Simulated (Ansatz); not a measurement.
# YCl: response to strain

Aim: deform YCl (zz strain of -2 %) and compute stress, forces and field gradients with LAPW, PAW and all-electron datasets made for the crystal.

Computed with Ansatz 0.2.0 (DFT PBEsol, scalar-relativistic, unless a step's input says otherwise).

## Step 1: The starting structure

Symmetry: R-3m, No. 166, trigonal system. The conventional cell has a = 3.752 Å, b = 3.752 Å, c = 27.525 Å, α = 90.00°, β = 90.00°, γ = 120.00°. Around Y (site symmetry 3m) lie 3 Cl at 2.75 Å. Cl (site symmetry 3m) has 3 Y at 2.75 Å as nearest neighbours.

Structure file:

```cif
data_structure
_symmetry_space_group_name_H-M 'P 1'
_symmetry_Int_Tables_number 1
_cell_length_a 9.4273
_cell_length_b 9.4273
_cell_length_c 9.4273
_cell_angle_alpha 22.958
_cell_angle_beta 22.958
_cell_angle_gamma 22.958
_cell_volume 111.87
loop_
_atom_site_label
_atom_site_type_symbol
_atom_site_fract_x
_atom_site_fract_y
_atom_site_fract_z
_atom_site_occupancy
Y1 Y 0.21683 0.21683 0.21683 1
Y2 Y 0.78317 0.78317 0.78317 1
Cl1 Cl 0.38830 0.38830 0.38830 1
Cl2 Cl 0.61170 0.61170 0.61170 1
```

Atoms are numbered in the order of the input: Y1, Y2, Cl3, Cl4.

## Step 2: The deformed structure

Space group R-3m before, R-3m after.

## Step 3: Full-potential LAPW

input.yaml reads:

```yaml
crystal:
  lattice:
    - [1.876150623, 1.0831960672, 8.9915]
    - [-1.876150623, 1.0831960672, 8.9915]
    - [0.0, -2.1663921344, 8.9915]
  atoms:
    - { symbol: "Y", position: [0.21683, 0.21683, 0.21683] }
    - { symbol: "Y", position: [0.78317, 0.78317, 0.78317] }
    - { symbol: Cl, position: [0.3883, 0.3883, 0.3883] }
    - { symbol: Cl, position: [0.6117, 0.6117, 0.6117] }
kpoints:
  mp_grid: { grid: [8, 8, 8] }
  band_path:
    path:
      - [0.0, 0.0, 0.0]
      - [0.5, 0.5, 0.5]
      - [0.8236581636, 0.1763418364, 0.5]
      - [0.5, -0.1763418364, 0.1763418364]
      - [0.5, 0.0, 0.0]
      - [0.0, 0.0, 0.0]
      - [0.3381709182, -0.3381709182, 0.0]
      - [0.6618290818, 0.0, 0.3381709182]
      - [0.5, 0.0, 0.5]
    npoints: 5
scf:
  occupations: { method: fermi_dirac, width: 0.02 }
hamiltonian:
  xc: pbesol
  pseudopotentials: { kind: all_electron, lapw: { basis_error: 0.001 } }
output:
  forces: true
  stress: true
  eigenvalues: true
```

Run with:

```
> ansatz run input.yaml --threads 1 --pin off --max-ram 4096MiB --backend cpu --events-out ev --progress --plain --runs-dir out
```

## Step 4: PAW with frozen cores

input.yaml reads:

```yaml
crystal:
  lattice:
    - [1.876150623, 1.0831960672, 8.9915]
    - [-1.876150623, 1.0831960672, 8.9915]
    - [0.0, -2.1663921344, 8.9915]
  atoms:
    - { symbol: "Y", position: [0.21683, 0.21683, 0.21683] }
    - { symbol: "Y", position: [0.78317, 0.78317, 0.78317] }
    - { symbol: Cl, position: [0.3883, 0.3883, 0.3883] }
    - { symbol: Cl, position: [0.6117, 0.6117, 0.6117] }
kpoints:
  mp_grid: { grid: [8, 8, 8] }
scf:
  occupations: { method: fermi_dirac, width: 0.02 }
hamiltonian:
  xc: pbesol
  pseudopotentials: { kind: paw }
output:
  forces: true
  stress: true
  eigenvalues: true
  efg: { contact_densities: true }
```

## Step 5: Datasets made for this crystal

input.yaml: that of step 4 with these lines changed.

```diff
@@ -16,3 +16,3 @@
   xc: pbesol
-  pseudopotentials: { kind: paw }
+  pseudopotentials: { kind: all_electron, datasets: crystal }
 output:
```

(Steps that only read results are left out.)

What does the calculation give? Wanted: pressure; largest shear or deviatoric stress.

The runs gave:

| quantity | value |
| --- | --- |
| pressure | LAPW 0.37, PAW 0.36, crystal datasets 0.37 GPa |
| largest shear or deviatoric stress (LAPW) | 2.13 GPa |

**Reading.** The largest part of the stress beyond the pressure is 2.13 GPa in size, in the zz component; the atoms are carried along and not relaxed. No run of the undeformed cell stands beside it, so the pressure holds what the given cell had before the change. PAW: stress within 0.01 GPa of LAPW, forces within 2 meV/Å. Crystal datasets: stress within 0.01 GPa of LAPW, forces within 1 meV/Å.
